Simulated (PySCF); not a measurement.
# C7H5BF2O2: NMR shifts in solvents

Aim: compute the NMR shifts of C7H5BF2O2 (`O=C(O)c1ccc(B(F)F)cc1`), and see what a dielectric continuum does where one was used.

Computed with PySCF 2.14.0, with density-fitted response routines of our own, on a single molecule, in the gas phase or a continuum. Atoms count from 0, in the outputs and in this text.

## Step 1: The molecule as given

17 atoms, charge 0, multiplicity 1; geometry from: GFN2-xTB.

Bonds of the start (Å): O0–C1 1.21, C1–O2 1.34, C1–C3 1.48, C3–C4 1.39, C4–C5 1.38, C5–C6 1.40, C6–B7 1.56, B7–F8 1.32, B7–F9 1.32, C6–C10 1.40, C10–C11 1.38, C11–C3 1.39, O2–H12 0.97, C4–H13 1.08, C5–H14 1.08, C10–H15 1.08, C11–H16 1.08.

## Step 2: Relaxing the molecule at PBE0-D3(BJ)/def2-SVP

The job: settings as JSON, then the geometry in Å.

```
{"job": {"xc": "PBE0", "basis": "def2-SVP", "d3": "d3bj", "grid": 1, "kind": "geom"}, "charge": 0, "multiplicity": 1}
O     -3.065169    -1.280477    -1.026426
C     -2.583911    -0.352389    -0.427141
O     -3.335900     0.623662     0.100843
C     -1.130376    -0.167508    -0.196604
C     -0.631722     0.929630     0.501750
C      0.729372     1.058451     0.691897
C      1.623690     0.102360     0.194797
B      3.157358     0.253780     0.413612
F      3.692327     1.268277     1.065559
F      4.036526    -0.620352    -0.036333
C      1.103541    -0.993944    -0.504611
C     -0.255052    -1.128617    -0.699288
H     -4.273087     0.449660    -0.079504
H     -1.314384     1.669842     0.888582
H      1.121103     1.907080     1.232280
H      1.783467    -1.737541    -0.891824
H     -0.664782    -1.969882    -1.237499
```

The program printed:

```text
step   0  E = -643.74576930  max force = 0.011631
step   1  E = -643.74597699  max force = 0.004003
step   2  E = -643.74676263  max force = 0.004678
step   3  E = -643.74694245  max force = 0.005445
step   4  E = -643.74699964  max force = 0.004635
step   5  E = -643.74722312  max force = 0.000755
step   6  E = -643.74725151  max force = 0.000968
step   7  E = -643.74722212  max force = 0.002367
step   8  E = -643.74727957  max force = 0.001616
step   9  E = -643.74733670  max force = 0.000965
step  10  E = -643.74733941  max force = 0.000516
step  11  E = -643.74734793  max force = 0.000465
step  12  E = -643.74734365  max force = 0.000294
step  13  E = -643.74734057  max force = 0.000272
step  14  E = -643.74734014  max force = 0.000117
optimisation converged
```

Wall time 4.3 min (1 thread, shared host).

The steps of the relaxation:

```tsv
step	energy from step 0 (eV)	largest force component (eV/Å)
0	0.0000	0.5981
1	-0.0057	0.2058
2	-0.0270	0.2406
3	-0.0319	0.2800
4	-0.0335	0.2383
5	-0.0396	0.0388
6	-0.0403	0.0498
7	-0.0395	0.1217
8	-0.0411	0.0831
9	-0.0427	0.0496
10	-0.0427	0.0265
11	-0.0430	0.0239
12	-0.0428	0.0151
13	-0.0428	0.0140
14	-0.0427	0.0060
```

Distances of close pairs at the start and the end, largest changes first:

```tsv
bond	before (Å)	after (Å)	change (Å)
C10–H15	1.079	1.093	+0.013
C5–H14	1.080	1.093	+0.013
C11–H16	1.079	1.092	+0.012
C4–H13	1.079	1.091	+0.012
C4–C5	1.380	1.390	+0.010
C10–C11	1.379	1.389	+0.009
C3–C4	1.393	1.399	+0.006
C6–B7	1.557	1.551	-0.006
```

The final coordinates are the input of the step that follows.

```tsv
at the end point	value
point group (found at 0.08 Å tolerance)	Cs
rotational constants (GHz, main isotopes)	2.835, 0.427, 0.371
dipole moment (D)	1.83
```

## Step 3: NMR shieldings: PBE0/pcSseg-1 in benzene

The job: settings as JSON, then the geometry in Å.

```
{"job": {"kind": "nmr", "xc": "PBE0", "basis": "pcSseg-1", "solvent": "benzene", "pop": true}, "charge": 0, "multiplicity": 1}
O     -3.203196    -1.267413    -0.421767
C     -2.619091    -0.341448     0.080449
O     -3.248653     0.642819     0.733666
C     -1.141794    -0.162880     0.041471
C     -0.509922     0.928025     0.648166
C      0.872606     1.050507     0.569493
C      1.640390     0.094468    -0.114061
B      3.179549     0.251370    -0.217157
F      3.803842     1.262812     0.357795
F      3.922804    -0.611179    -0.886821
C      0.991264    -0.997307    -0.712152
C     -0.388880    -1.128401    -0.634896
H     -4.194197     0.433409     0.698727
H     -1.109471     1.672502     1.173806
H      1.369284     1.902310     1.040487
H      1.580718    -1.747961    -1.244035
H     -0.913052    -1.968839    -1.093909
```

Level: GIAO PBE0/pcSseg-1 NMR shielding, non-relativistic, IEF-PCM benzene.

The program printed:

```text
coarse grid: 16136 points
cycle   1  E = -643.8514177919  dE =  2.197e+00  |g| = 1.065e+00  |ddm| = 4.239e+00
cycle   2  E = -643.5262176742  dE =  3.252e-01  |g| = 1.738e+00  |ddm| = 2.344e+00
cycle   3  E = -644.0361665292  dE = -5.099e-01  |g| = 2.877e-01  |ddm| = 1.710e+00
cycle   4  E = -644.0508773183  dE = -1.471e-02  |g| = 7.772e-02  |ddm| = 2.771e-01
cycle   5  E = -644.0518105856  dE = -9.333e-04  |g| = 2.178e-02  |ddm| = 6.571e-02
cycle   6  E = -644.0519181009  dE = -1.075e-04  |g| = 5.252e-03  |ddm| = 2.490e-02
cycle   7  E = -644.0519235976  dE = -5.497e-06  |g| = 1.653e-03  |ddm| = 5.263e-03
final grid: 162152 points
cycle   8  E = -644.1501975877  dE = -5.544e-05  |g| = 1.180e-02  |ddm| = 4.869e-02
cycle   9  E = -644.1501587300  dE =  3.886e-05  |g| = 1.875e-02  |ddm| = 2.720e-02
cycle  10  E = -644.1502231427  dE = -6.441e-05  |g| = 2.484e-03  |ddm| = 1.742e-02
cycle  11  E = -644.1502242911  dE = -1.148e-06  |g| = 4.640e-04  |ddm| = 2.167e-03
cycle  12  E = -644.1502243255  dE = -3.443e-08  |g| = 1.569e-04  |ddm| = 4.305e-04
cycle  13  E = -644.1502243305  dE = -5.038e-09  |g| = 4.610e-05  |ddm| = 1.727e-04
cycle  14  E = -644.1502243310  dE = -4.729e-10  |g| = 1.558e-05  |ddm| = 5.484e-05
converged SCF energy = -644.1502243310

GIAO shielding tensors (ppm)
atom      isotropic    diamagn.    paramagn.     s11        s22        s33       span
  0 O      -69.904     402.591    -472.495   -288.968   -211.542    290.799    579.767
  1 C       15.062     246.006    -230.943    -80.829     51.301     74.715    155.544
  2 O      132.170     390.283    -258.112    -23.133    169.808    249.836    272.970
  3 C       47.167     261.166    -213.999    -53.555     34.568    160.488    214.043
  4 C       49.041     250.165    -201.124    -54.026     24.337    176.812    230.838
  5 C       41.172     253.902    -212.730    -74.303     21.316    176.501    250.804
  6 C       51.040     257.156    -206.116    -45.952     10.031    189.042    234.994
  7 B       75.899     198.404    -122.504     66.696     77.294     83.708     17.012
  8 F      265.108     467.002    -201.894    100.179    309.606    385.539    285.360
  9 F      265.913     466.807    -200.894    100.931    310.719    386.088    285.158
 10 C       41.357     253.889    -212.533    -73.474     20.759    176.786    250.260
 11 C       47.453     250.511    -203.057    -61.911     24.260    180.011    241.923
 12 H       24.746      26.817      -2.072     20.480     20.746     33.011     12.531
 13 H       22.844      31.551      -8.707     18.171     22.546     27.815      9.644
 14 H       22.963      31.114      -8.151     18.700     22.310     27.879      9.179
 15 H       22.940      31.135      -8.196     18.635     22.381     27.803      9.168
 16 H       22.685      32.099      -9.414     18.236     22.464     27.356      9.120
```

Wall time 37 s (1 thread, shared host).

The references, computed at this level on geometries of the same kind, shield at (ppm): 1H TMS 31.25, 13C TMS 184.9, 19F CFCl3 178.7, 17O H2O 338.8, 11B BF3·OEt2 101.0. Their shielding less the atom's gives the shift. The references are single molecules in the same continuum, so shifts against H2O, NH3, PH3, H3PO4 or CFCl3 are not on the usual liquid scales and can be off by tens of ppm. Atoms listed in one row are averaged.

```tsv
atoms	environment	σ (ppm)	δ (ppm)
C1	carboxylic acid carbon	15.1	169.8
C5, C10	aromatic CH	41.3	143.6
C3	substituted aromatic carbon	47.2	137.7
C4, C11	aromatic CH	48.2	136.6
C6	substituted aromatic carbon	51.0	133.8
H13, H16	hydrogen on an aromatic CH	22.76	8.49
H14, H15	hydrogen on an aromatic CH	22.95	8.30
H12	hydrogen on an acid hydroxyl oxygen	24.75	6.51
O0	carbonyl oxygen	-69.9	408.7
O2	acid hydroxyl oxygen	132.2	206.6
B7	boron bonded to C, 2 F	75.9	25.1
F8, F9	fluorine bonded to B	265.5	-86.8
```

Charges from the same density, by scheme (e):

```tsv
atoms	Mulliken	IAO	Hirshfeld	ESP fit
O0	-0.42	-0.48	-0.28	-0.56
C1	0.61	0.53	0.21	0.67
O2	-0.36	-0.48	-0.16	-0.60
C3	-0.41	-0.05	-0.01	0.02
C4, C11	0.06	-0.13	-0.04	-0.16
C5, C10	-0.07	-0.12	-0.03	-0.14
C6	-0.28	-0.19	-0.09	-0.16
B7	0.79	0.72	0.31	0.72
F8, F9	-0.29	-0.32	-0.14	-0.30
```

Mayer bond orders: O0–C1 1.94, C1–O2 1.16, C1–C3 0.97, C3–C4 1.34, C4–C5 1.44, C5–C6 1.39, C6–B7 0.94, B7–F8 1.12, B7–F9 1.12, C6–C10 1.38, C10–C11 1.44, C11–C3 1.39.

Ring of atoms C3, C4, C5, C6, C10, C11: NICS(0) -8.0, NICS(1) -11.3, NICS(1)zz -27.4 ppm (means of both faces).

## Step 4: Shielding tensors: PBE0/pcSseg-1 in chloroform

The job, as its differences from that of step 3:

```diff
@@ -1,2 +1,2 @@
-{"job": {"kind": "nmr", "xc": "PBE0", "basis": "pcSseg-1", "solvent": "benzene", "pop": true}, "charge": 0, "multiplicity": 1}
+{"job": {"kind": "nmr", "xc": "PBE0", "basis": "pcSseg-1", "solvent": "chloroform", "pop": false}, "charge": 0, "multiplicity": 1}
 O     -3.203196    -1.267413    -0.421767
```

Method: GIAO PBE0/pcSseg-1 NMR shielding, non-relativistic, IEF-PCM chloroform.

The program printed:

```text
coarse grid: 16136 points
cycle   1  E = -643.8571840502  dE =  2.192e+00  |g| = 1.060e+00  |ddm| = 4.239e+00
cycle   2  E = -643.5524315889  dE =  3.048e-01  |g| = 1.705e+00  |ddm| = 2.267e+00
cycle   3  E = -644.0416712316  dE = -4.892e-01  |g| = 2.653e-01  |ddm| = 1.631e+00
cycle   4  E = -644.0540341434  dE = -1.236e-02  |g| = 7.598e-02  |ddm| = 2.557e-01
cycle   5  E = -644.0549276758  dE = -8.935e-04  |g| = 2.038e-02  |ddm| = 6.281e-02
cycle   6  E = -644.0550212087  dE = -9.353e-05  |g| = 4.791e-03  |ddm| = 2.252e-02
cycle   7  E = -644.0550256564  dE = -4.448e-06  |g| = 1.413e-03  |ddm| = 4.429e-03
final grid: 162152 points
cycle   8  E = -644.1532872036  dE = -5.628e-05  |g| = 1.168e-02  |ddm| = 4.886e-02
cycle   9  E = -644.1532523826  dE =  3.482e-05  |g| = 1.818e-02  |ddm| = 2.602e-02
cycle  10  E = -644.1533120491  dE = -5.967e-05  |g| = 2.347e-03  |ddm| = 1.648e-02
cycle  11  E = -644.1533130802  dE = -1.031e-06  |g| = 4.538e-04  |ddm| = 2.048e-03
cycle  12  E = -644.1533131128  dE = -3.260e-08  |g| = 1.474e-04  |ddm| = 4.021e-04
cycle  13  E = -644.1533131171  dE = -4.299e-09  |g| = 4.062e-05  |ddm| = 1.504e-04
cycle  14  E = -644.1533131175  dE = -3.370e-10  |g| = 1.256e-05  |ddm| = 4.412e-05
converged SCF energy = -644.1533131175

GIAO shielding tensors (ppm)
atom      isotropic    diamagn.    paramagn.     s11        s22        s33       span
  0 O      -63.208     402.947    -466.155   -279.252   -203.264    292.892    572.144
  1 C       14.481     245.922    -231.441    -79.967     48.659     74.750    154.717
  2 O      131.410     390.674    -259.264    -26.764    173.291    247.704    274.468
  3 C       47.150     261.439    -214.289    -53.590     34.571    160.468    214.058
  4 C       48.879     249.963    -201.084    -54.118     23.602    177.153    231.272
  5 C       40.883     253.750    -212.867    -74.443     20.196    176.896    251.339
  6 C       50.984     257.405    -206.420    -46.229     10.184    188.998    235.228
  7 B       75.904     198.367    -122.463     66.455     77.257     84.000     17.545
  8 F      266.129     467.055    -200.926    102.114    310.827    385.445    283.331
  9 F      266.985     466.867    -199.882    102.966    311.983    386.006    283.040
 10 C       41.182     253.698    -212.516    -73.452     19.821    177.177    250.629
 11 C       47.630     250.422    -202.791    -61.673     24.361    180.203    241.876
 12 H       24.473      26.581      -2.108     20.253     20.341     32.824     12.571
 13 H       22.786      31.504      -8.719     18.094     22.519     27.745      9.651
 14 H       22.899      31.044      -8.145     18.611     22.270     27.814      9.203
 15 H       22.885      31.062      -8.177     18.550     22.355     27.749      9.199
 16 H       22.679      32.107      -9.429     18.222     22.463     27.351      9.129
```

Run time: 35 s. Hardware: 1 thread, shared host.

Key values: δ C1 170.7, C5 144.1, C3 138.0, C4 136.9, H13 8.51, H14 8.36 ppm (means over like atoms).

## Step 5: Run by run: NMR shifts

Shifts (ppm) of some atoms, chosen among heavy atoms and hydrogens apart, means over like atoms, with basis size and wall time:

```tsv
run	C1	C5	C6	H14	H12	O0	O2	functions	time
PBE0/pcSseg-1 in benzene	169.8	143.6	133.8	8.30	6.51	408.7	206.6	229	37 s
PBE0/pcSseg-1 in chloroform	170.7	144.1	134.2	8.36	6.77	404.2	209.6	229	35 s
```

The continuum's effect on the ground state:

```tsv
solvent	ε	polarisation energy (Eh)	μ (D)
benzene	2.27	-0.0057	1.99
chloroform	4.71	-0.0091	2.09
```

## Step 6: Outcome

| quantity | value |
| --- | --- |
| point group | Cs |
| rotational constants (main isotopes) | 2.84, 0.43, 0.37 GHz |
| 13C shifts against TMS (PBE0/pcSseg-1, benzene, means over atoms taken as alike) | 169.8, 143.6, 137.7, 136.6, 133.8 ppm |
| 1H shifts against TMS (PBE0/pcSseg-1, benzene, means over atoms taken as alike) | 8.49, 8.30, 6.51 ppm |
| 17O shifts against H2O (PBE0/pcSseg-1, benzene) | 408.7, 206.6 ppm |
| 11B shifts against BF3·OEt2 (PBE0/pcSseg-1, benzene) | 25.1 ppm |
| 19F shifts against CFCl3 (PBE0/pcSseg-1, benzene, means over atoms taken as alike) | -86.8 ppm |
| range of the shift of O0 | 404.2 to 408.7 ppm |

In words: The optimisation took 14 steps and gained 0.043 eV; among the close pairs (by a distance rule), C10–H15 changed most, from 1.079 to 1.093 Å. At PBE0/pcSseg-1: Shielding is most anisotropic at O0 (span 580 ppm, paramagnetic term -472 ppm). NICS(1)zz of -27 ppm above the planar ring from C3 marks a diatropic (aromatic) ring current. In ppm, O0 moves most: its shift spreads over 4.5 ppm, from 404.2 (PBE0/pcSseg-1 in chloroform) to 408.7 (PBE0/pcSseg-1 in benzene). The continuum holds electrostatics alone: no hydrogen bonds to the solvent, and the gas-phase geometry is kept.
